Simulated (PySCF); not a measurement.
# C5H7F2NO: the cost of one run

Programs: PySCF 2.14.0, with routines of our own; each step states its level. All values are computed. Atoms count from 0.

## 1. The system as given

16 atoms, charge 0, multiplicity 1; geometry from: GFN2-xTB.

## 2. Magnetic properties: GIAO KT3/pcSseg-1

The job: settings as JSON, then the geometry in Å.

```
{"job": {"kind": "mag", "xc": "KT3", "basis": "pcSseg-1", "isotopologues": 0}, "charge": 0, "multiplicity": 1}
C     -1.392757    -0.908532     0.568253
C     -0.498094    -0.344224    -0.525181
F     -1.005154    -0.720509    -1.749029
C     -0.366636     1.189962    -0.454585
N      0.773581     1.363960     0.410727
C      1.563302     0.281159     0.554875
O      2.540054     0.185835     1.248321
C      0.958096    -0.810202    -0.356188
F      1.618366    -0.764592    -1.562079
H     -2.402546    -0.522223     0.451515
H     -1.006525    -0.627295     1.543913
H     -1.427384    -1.992767     0.494238
H     -0.181645     1.587109    -1.460117
H     -1.257595     1.662849    -0.036859
H      1.003471     2.252310     0.826059
H      1.073867    -1.823896     0.034727
```

With the program's defaults for keys left out, this is: GIAO KT3/pcSseg-1 magnetisability, rotational g tensor and spin-rotation constants, non-relativistic, gas phase.

Command:

```bash
$ OMP_NUM_THREADS=1 python excited_run.py task.json out
```

One launch serves the whole session: the jobs run in the order shown.

Q: Estimate the wall time and peak memory of this first job on 1 thread of Arm Neoverse V1, shared host.

About 48 s, with a peak of 0.7 GiB.
